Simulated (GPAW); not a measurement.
GaGe3: single point with PBEsol

GaGe3:

```
CELL_PARAMETERS angstrom
5.98504 0.00000 0.00000
-2.99252 5.18319 0.00000
0.00000 0.00000 5.03495
ATOMIC_POSITIONS crystal
Ge 0.16356 0.32712 0.25000
Ge 0.16356 0.83644 0.25000
Ge 0.67288 0.83644 0.25000
Ge 0.83644 0.67288 0.75000
Ge 0.83644 0.16356 0.75000
Ge 0.32712 0.16356 0.75000
Ga 0.33333 0.66667 0.75000
Ga 0.66667 0.33333 0.25000
```

The cell comes from a database or a generator and needn't be the stable form of this composition.

| Item | Value |
| --- | --- |
| Program | GPAW 26.7.0 |
| Task | single point |
| Functional | PBEsol |
| Potentials or basis | PAW data sets generated in the run's folder for this functional |
| Cutoff | 600 eV |
| Basis | pw |
| k mesh | 5 × 5 × 5 |
| Occupations | fermi-dirac, width 0.05 eV |
| Spin | no spin polarisation |

```json
{
  "Pressure": "-4.4 GPa",
  "Largest force": "0.162 eV/Å",
  "Band gap on the k mesh": "none (metal or under the smearing width)"
}
```

Forces on the atoms (eV/Å):
```
Ge   0.000  0.162  0.000
Ge   0.141 -0.081  0.000
Ge  -0.141 -0.081  0.000
Ge   0.000 -0.162  0.000
Ge  -0.141  0.081  0.000
Ge   0.141  0.081  0.000
Ga   0.000  0.000  0.000
Ga   0.000  0.000  0.000
```

Stress tensor (GPa, compression positive):
```
-4.48  0.00  0.00
 0.00 -4.48  0.00
 0.00  0.00 -4.35
```

Levels at points of the mesh, in eV from the Fermi level:
```csv
k point,band 13,band 14,band 15,band 16,band 17,band 18
"(0.00, 0.00, 0.00)",-1.23,-1.23,-0.98,-0.80,-0.80,0.54
```

Wall time 52 s on 1 thread of Arm Neoverse V2 (shared host), peak memory 0.26 GiB.
